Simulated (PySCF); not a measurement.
**IO₂H: relaxation and vibrations of the singlet**

Aim: relax IO₂H as a singlet from a T-shaped (ligand arrangement 2) start, check by its vibrations whether the end is a minimum, and collect its spectrum and constants.

Method: PBE0, basis I def2-TZVP with ECP28, O def2-TZVP, H def2-TZVP, scalar-relativistic core potentials, no spin–orbit coupling, density fitting; program: PySCF 2.14.0.

## (1) The starting structure

4 atoms, charge 0, spin multiplicity 1.

Bond lengths: I1–O2 1.860 Å, I1–O3 1.860 Å, I1–H4 1.650 Å. Angles: O2–I1–O3 88.0°, O2–I1–H4 88.0°, O3–I1–H4 176.0°.

```xyz
4
charge 0 multiplicity 1
I     0.1756    0.0000   -0.1929
O     0.1756    0.0000    1.6671
O    -1.6833    0.0000   -0.1280
H     1.8246    0.0000   -0.1353
```

## (2) Relaxing the singlet from the T-shaped (ligand arrangement 2) start

The steps below are one call of a driver around PySCF. For each, scf.py gives the equivalent set-up of the SCF; relaxations use the driver's own optimiser. Before each start the driver seeks the lowest SCF state from one or more starting densities and follows internal instabilities, so scf.py alone need not reach the same state.

The program finds Cs symmetry in the start, which this walk keeps.

scf.py reads:

```python
from pyscf import gto, scf, dft
mol = gto.M(atom='''
I      0.175551     0.000000    -0.192910
O      0.175551     0.000000     1.667090
O     -1.683349     0.000000    -0.128010
H      1.824551     0.000000    -0.135310''',
    basis={'I': 'def2-TZVP', 'O': 'def2-TZVP', 'H': 'def2-TZVP'},
    ecp={'I': 'def2-TZVP'},
    charge=0, spin=0)
mf = dft.RKS(mol, xc='PBE0')
mf.grids.atom_grid = (50, 194)
aux = {'I': 'def2-universal-JKFIT', 'O': 'def2-universal-JKFIT', 'H': 'def2-universal-JKFIT'}
mf = mf.density_fit(auxbasis=aux)
mf.kernel()
```

Further steps of the session: Vibrations and properties at this point; Downhill along the imaginary mode; Vibrations and properties at this point.

What does the calculation give? Wanted: minimum; geometry; wavenumbers; dipole moment; highest occupied, lowest empty level; polar-tensor charge of I1; zero-point energy; atomisation energy.

**Answer**, as computed:

| quantity | value |
| --- | --- |
| minimum | singlet, C1 |
| geometry | I–O 1.802 Å, I–O 1.959 Å, O–H 0.965 Å; H–O–I 107.6°, O–I–O 105.4° |
| wavenumbers (cm⁻¹) | 226 (a), 357 (a), 598 (a), 833 (a), 1047 (a), 3819 (a) |
| dipole moment | 3.51 D |
| highest occupied, lowest empty level | -6.80, -2.52 eV |
| polar-tensor charge of I1 | +0.90 e |
| zero-point energy | 41.2 kJ/mol |
| entropy at 298.15 K | 288.7 J/(mol K) |
| atomisation energy (no zero-point energy) | 848 kJ/mol |

**Reading.** The T-shaped (ligand arrangement 2) start ends in a minimum without symmetry. In the infrared the band at 357 cm⁻¹ (a) leads. Other starts or spin states, not run here, may lie lower. Spin–orbit coupling is left out.
